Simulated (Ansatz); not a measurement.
**AlFH4SSi: how energies converge with the basis set**

One table from this session's results is given with a row withheld; the runs are named, their logs left out.

Computed with Ansatz 0.2.0, Gaussian basis. Level: one geometry, several basis sets.

Levels to be run: PBE0-D4/def2-SVP; ωB97M-V/def2-SVP; PBE0-D4/def2-QZVPP; ωB97M-V/def2-QZVPP; the functionals' def2-TZVPP values are taken from earlier runs.

### The geometry

The geometry comes from an earlier relaxation with PBE0-D4 in a triple-zeta def2 set; it is a stationary point, not always the lowest conformer.

SMILES `F[SiH]([AlH2])S`, 8 atoms, charge 0, spin multiplicity 1.

Atoms are counted from 1 here; the program's logs count them from 0.

Bond lengths: F1–Si2 1.604 Å, Si2–Al3 2.396 Å, Si2–S4 2.286 Å, Si2–H5 1.488 Å, Al3–H6 1.582 Å, Al3–H7 1.582 Å, S4–H8 1.346 Å. Angles: F1–Si2–Al3 127.1°, F1–Si2–S4 106.7°, F1–Si2–H5 106.4°, Al3–Si2–S4 65.4°, Al3–Si2–H5 126.4°, S4–Si2–H5 101.1°, Si2–Al3–H6 117.7°, Si2–Al3–H7 115.0°, H6–Al3–H7 126.9°, Si2–S4–H8 92.3°.

The first run:

The input, in.yaml:

```yaml
crystal:
  periodic: [false, false, false]
  atoms:
    - {symbol: F, position_ang: [-1.275683, -1.955603, 0.579930]}
    - {symbol: Si, position_ang: [-0.491888, -0.601179, 0.930743]}
    - {symbol: Al, position_ang: [-0.173001, 1.295771, -0.498088]}
    - {symbol: S, position_ang: [1.450061, -0.633751, -0.274256]}
    - {symbol: H, position_ang: [0.026668, -0.761326, 2.316396]}
    - {symbol: H, position_ang: [-0.740672, 1.210895, -1.972612]}
    - {symbol: H, position_ang: [0.456399, 2.564616, 0.206687]}
    - {symbol: H, position_ang: [0.840316, -1.176523, -1.344600]}
basis:
  gaussian: {orbitals: def2-SVP}
hamiltonian: {xc: pbe0, dispersion: d4}
output: {orbitals: {seedname: orbitals}}
```

Launch:

```sh
ansatz run in.yaml --threads 2 --pin off --events-out ev --progress --plain --max-ram 4352MiB
```

Steps of the session up to this table: PBE0-D4 in def2-SVP; ωB97M-V in def2-SVP; PBE0-D4 in def2-QZVPP; ωB97M-V in def2-QZVPP.

One of the session's tables, all rows but one given; the rest of the session is left out.

It belongs to the step «Functionals by basis». 

| functional | basis | HOMO (eV) |
| --- | --- | --- |
| PBE0-D4 | def2-SVP | -7.17 |
| PBE0-D4 | def2-TZVPP | ? |
| PBE0-D4 | def2-QZVPP | -7.15 |
| ωB97M-V | def2-SVP | -9.10 |
| ωB97M-V | def2-TZVPP | -9.11 |
| ωB97M-V | def2-QZVPP | -9.12 |

**Question.** Estimate the row for PBE0-D4, def2-TZVPP.

**Answer.** HOMO (eV): -7.14. In the column «HOMO (eV)» it is the highest.
